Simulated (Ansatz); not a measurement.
# Cu, space group P-3m1: a scan of one input key

Program: the Ansatz DFT code, driven from Python.

Contents of `cu.xyz`:
```text
6
Lattice="2.50365822 0.0 0.0 -1.25182911 2.16823162 0.0 0.0 0.0 24.57558927" Properties=species:S:1:pos:R:3 pbc="T T T"
Cu    0.00000000    0.00000000    9.18548161
Cu    1.25182912    0.72274387    7.11744503
Cu   -0.00000001    1.44548776   11.25539526
Cu    0.00000000    0.00000000   15.39010766
Cu    1.25182912    0.72274387   13.32019401
Cu   -0.00000001    1.44548776   17.45814424
```

At the Python prompt:
```pycon
>>> import ansatz
>>> cell = ansatz.Crystal.from_extxyz("cu.xyz")
>>> [site.symbol for site in cell.resolved().sites]
['Cu', 'Cu', 'Cu', 'Cu', 'Cu', 'Cu']
>>> calc = (
...     cell.calculation()
...     .functional("PBEsol")
...     .pseudopotentials("paw")
...     .basis(510)
...     .kpoints(10, 10, 1, center="gamma")
...     .occupations(ansatz.OccupationsMethod.FERMI_DIRAC)
...     .band_table()
... )
>>> typed = calc.input()
>>> rows = []
>>> for value in [0.1, 0.3, 0.6]:
...     edited = typed.set(ansatz.key.scf.mixing.beta, value)
...     r = ansatz.Session.from_dict(edited).plan().execute().report
...     rows.append((value, r["free_energy_ev"], r["n_iterations"], len(r["eigenvalues_ev"][0]) if "eigenvalues_ev" in r else 0))
...
>>> lines = [",".join(["beta", "F eV", "iterations", "bands listed"])] + [",".join(f"{v:.4f}" if isinstance(v, float) else str(v) for v in row) for row in rows]
>>> print("\n".join(lines))
beta,F eV,iterations,bands listed
0.1000,-39531.5059,11,69
0.3000,-39531.5059,10,69
0.6000,-39531.5059,10,69
>>> with open("edit.csv", "w") as handle:
...     handle.write("\n".join(lines) + "\n")
...
109
```

What to keep in mind:
- Absolute energies stand on the zero of these potentials, so only differences at equal settings mean something. A total without «per atom» is that of the whole cell that was run.
- Spin is left out of this run.
- The cell holds layers, chains or clusters in vacuum, no bulk phase.
- For a metal this k-point mesh is coarse: on a finer one energies can move by several to tens of meV an atom and pressures by half a GPa or more, differences at one mesh by less.
- This isn't the structure that Cu takes at ambient conditions.
- It ran for 24 s on 1 thread of Arm Neoverse V2, with other jobs on the host, peak memory 0.51 GiB.
